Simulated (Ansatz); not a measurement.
This script for Ansatz 0.2.0 through its Python package starts 6 runs on CH6BFOSi, SMILES COB(F)[SiH3]. What input does the engine get in each?

The script, `run_methods.py`:
```python
from pathlib import Path

import ansatz as az
import numpy as np

geometry_ang = [
    ("C", [-1.0528, -0.9324, 1.1811]),
    ("O", [0.2864, -0.6773, 1.1429]),
    ("B", [0.6795, -0.4948, -0.2694]),
    ("F", [1.1841, -1.631, -1.0447]),
    ("Si", [0.8235, 1.2769, -1.0412]),
    ("H", [-1.3861, -1.7981, 0.6169]),
    ("H", [-1.3875, -1.024, 2.2285]),
    ("H", [-1.621, 0.0104, 0.7685]),
    ("H", [0.4003, 2.2903, 0.02]),
    ("H", [2.2101, 1.5592, -1.4063]),
    ("H", [-0.0711, 1.3637, -2.1757]),
]
mol = az.Crystal.molecule()
for symbol, xyz in geometry_ang:
    mol = mol.atom(symbol, xyz)

calc = mol.calculation().basis(gaussian="cc-pVDZ")

print("functional    E (Ha)        dipole (D)   HOMO (eV)  LUMO (eV)")
for name in ["pbe0", "hf", "lc_wpbe", "pbe", "cam_b3lyp", "blyp"]:
    r = calc.functional(name).forces().orbitals().run(threads=1, backend="cpu", runs_dir="runs").report
    lines = Path(r["orbitals_path"]).read_text().splitlines()
    field_of = lambda key: [line.split("=")[1].strip() for line in lines if line.startswith(key)]
    orbitals = [(27.211386 * float(e), s, float(n)) for e, s, n in zip(field_of("Ene="), field_of("Spin="), field_of("Occup="))]
    homo = max(e for e, _, n in orbitals if n > 0.5)
    lumo = min(e for e, _, n in orbitals if n < 0.5)
    dipole = 4.803205 * np.linalg.norm(r["charge_distribution"]["dipole_moment_e_ang"])
    print(f"{name:10s} {r['free_energy_ev'] / 27.211386246:14.6f} {dipole:9.3f} {homo:11.3f} {lumo:10.3f}")
```

Run 1:
```yaml
crystal:
  periodic: [false, false, false]
  atoms:
    - { symbol: C, position_ang: [-1.0528, -0.9324, 1.1811] }
    - { symbol: O, position_ang: [0.2864, -0.6773, 1.1429] }
    - { symbol: B, position_ang: [0.6795, -0.4948, -0.2694] }
    - { symbol: F, position_ang: [1.1841, -1.631, -1.0447] }
    - { symbol: Si, position_ang: [0.8235, 1.2769, -1.0412] }
    - { symbol: H, position_ang: [-1.3861, -1.7981, 0.6169] }
    - { symbol: H, position_ang: [-1.3875, -1.024, 2.2285] }
    - { symbol: H, position_ang: [-1.621, 0.0104, 0.7685] }
    - { symbol: H, position_ang: [0.4003, 2.2903, 0.02] }
    - { symbol: H, position_ang: [2.2101, 1.5592, -1.4063] }
    - { symbol: H, position_ang: [-0.0711, 1.3637, -2.1757] }
basis:
  gaussian:
    orbitals: cc-pVDZ
hamiltonian:
  xc: pbe0
output:
  orbitals: {}
  forces: true
```

Run 2, against run 1:
```diff
-  xc: pbe0
+  xc: hf
```

Run 3, against run 1:
```diff
-  xc: pbe0
+  xc: lc_wpbe
```

Run 4, against run 1:
```diff
-  xc: pbe0
+  xc: pbe
```

Run 5, against run 1:
```diff
-  xc: pbe0
+  xc: cam_b3lyp
```

Run 6, against run 1:
```diff
-  xc: pbe0
+  xc: blyp
```

`python run_methods.py` gives:
```text
functional    E (Ha)        dipole (D)   HOMO (eV)  LUMO (eV)
pbe0          -530.780533     1.556      -7.889     -1.680
hf            -529.324347     1.874     -11.717      2.052
lc_wpbe       -530.926962     1.587     -10.613      0.735
pbe           -530.735325     1.364      -6.303     -2.613
cam_b3lyp     -531.076268     1.571      -9.277     -0.445
blyp          -531.091855     1.342      -6.180     -2.413
```

Reading the output:
- Total energies depend on the basis set; only differences at equal settings carry meaning.
- The geometry is a force-field or estimated start, not a minimum of this method, and the basis set is short of its limit. A lower total doesn't mark the better method: functionals have no common bound, and MP2 and coupled cluster aren't variational.
- Levels such as HOMO and LUMO are orbital energies: with these approximate functionals they aren't the ionisation energy and electron affinity, and their gap isn't the fundamental gap.
- For Al to Cl the sets with a tight d function, cc-pV(X+d)Z, are usual.
- It ran for 25 s on 1 thread of Arm Neoverse V1, with other jobs on the host, peak memory 0.3 GiB.
